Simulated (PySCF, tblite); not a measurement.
# C5H5BCl2: geometry, infrared bands and NMR shifts

Wanted: the infrared bands and NMR shifts of C5H5BCl2 (`ClB(Cl)[C@H]1[C@@H]2C=C[C@@H]21`), by calculation.

Computed with tblite 0.8.0 and PySCF 2.14.0, with density-fitted response routines of our own, on a single molecule in the gas phase. Atoms count from 0, in the outputs and in this text.

## (1) The molecule as given

13 atoms, charge 0, multiplicity 1; geometry from: force field or distance geometry start.

Bonds of the start (Å): Cl0–B1 1.85, B1–Cl2 1.85, B1–C3 1.58, C3–C4 1.50, C4–C5 1.47, C5–C6 1.33, C6–C7 1.49, C7–C3 1.53, C7–C4 1.47, C3–H8 1.08, C4–H9 1.10, C5–H10 1.08, C6–H11 1.10, C7–H12 1.07.

## (2) Optimising the geometry with GFN2-xTB

What the job is given:

```
{"job": {"kind": "relax", "xc": "GFN2-xTB", "basis": "xTB"}, "charge": 0, "multiplicity": 1}
Cl     3.025000     1.913300    -0.187200
B      2.067800     0.339700    -0.368800
Cl     3.054100    -1.212200    -0.613100
C      0.501300     0.421400    -0.541700
C     -0.351300    -0.780800    -0.275400
C     -1.811300    -0.595400    -0.264000
C     -1.710100     0.306200     0.711500
C     -0.223400     0.216800     0.794500
H      0.095900     1.146400    -1.226100
H      0.085900    -1.792900    -0.235700
H     -2.636000    -1.022800    -0.821400
H     -2.422700     0.912800     1.293300
H      0.320300     0.148200     1.716200
```

The run is started by

```console
> OMP_NUM_THREADS=1 python probes_run.py task.json out
```

The driver reads the jobs from task.json and runs them one after another.

**Question.** This job is followed by: GFN2-xTB harmonic vibrations, gas phase; GIAO PBE0/pcSseg-1 NMR shielding, non-relativistic, gas phase. Predict these results of the whole session: strongest single infrared mode (GFN2-xTB); zero-point energy (GFN2-xTB); 13C shifts against TMS (PBE0/pcSseg-1, means over atoms taken as alike); 1H shifts against TMS (PBE0/pcSseg-1, means over atoms taken as alike); 35Cl shifts against HCl (PBE0/pcSseg-1, means over atoms taken as alike); 11B shifts against BF3·OEt2 (PBE0/pcSseg-1).

The runs gave:

| quantity | value |
| --- | --- |
| strongest single infrared mode (GFN2-xTB) | 1052 cm⁻¹, 114 km/mol |
| zero-point energy (GFN2-xTB) | 54.3 kcal/mol |
| 13C shifts against TMS (PBE0/pcSseg-1, means over atoms taken as alike) | 154.5, 75.0, 27.3 ppm |
| 1H shifts against TMS (PBE0/pcSseg-1, means over atoms taken as alike) | 6.69, 2.52, 2.32 ppm |
| 35Cl shifts against HCl (PBE0/pcSseg-1, means over atoms taken as alike) | 250 ppm |
| 11B shifts against BF3·OEt2 (PBE0/pcSseg-1) | 55.0 ppm |

Relaxing lowered the energy by 0.691 eV in 70 steps; the close pair that moved most is B1–Cl2, from 1.855 to 1.722 Å. All 33 modes are real, so the xTB geometry is a minimum. The strongest single mode, at 1052 cm⁻¹, is carried by B1, C3, H12, H9. GFN2-xTB is a fitted tight-binding method: band positions and strengths are rough. Its intensities can rank the bands wrongly. C5, C6 (mean) (alkene CH) lies farthest downfield among carbon, at 154.5 ppm; an sp2 carbon of a C=C bond. H10, H11 (mean) (hydrogen on an alkene CH) lies farthest downfield among hydrogen, at 6.69 ppm; attached to an sp2 carbon and in the plane of the double bond. At PBE0/pcSseg-1: The widest tensor belongs to Cl0, Cl2: span 509 ppm, with a paramagnetic part of -447 ppm.
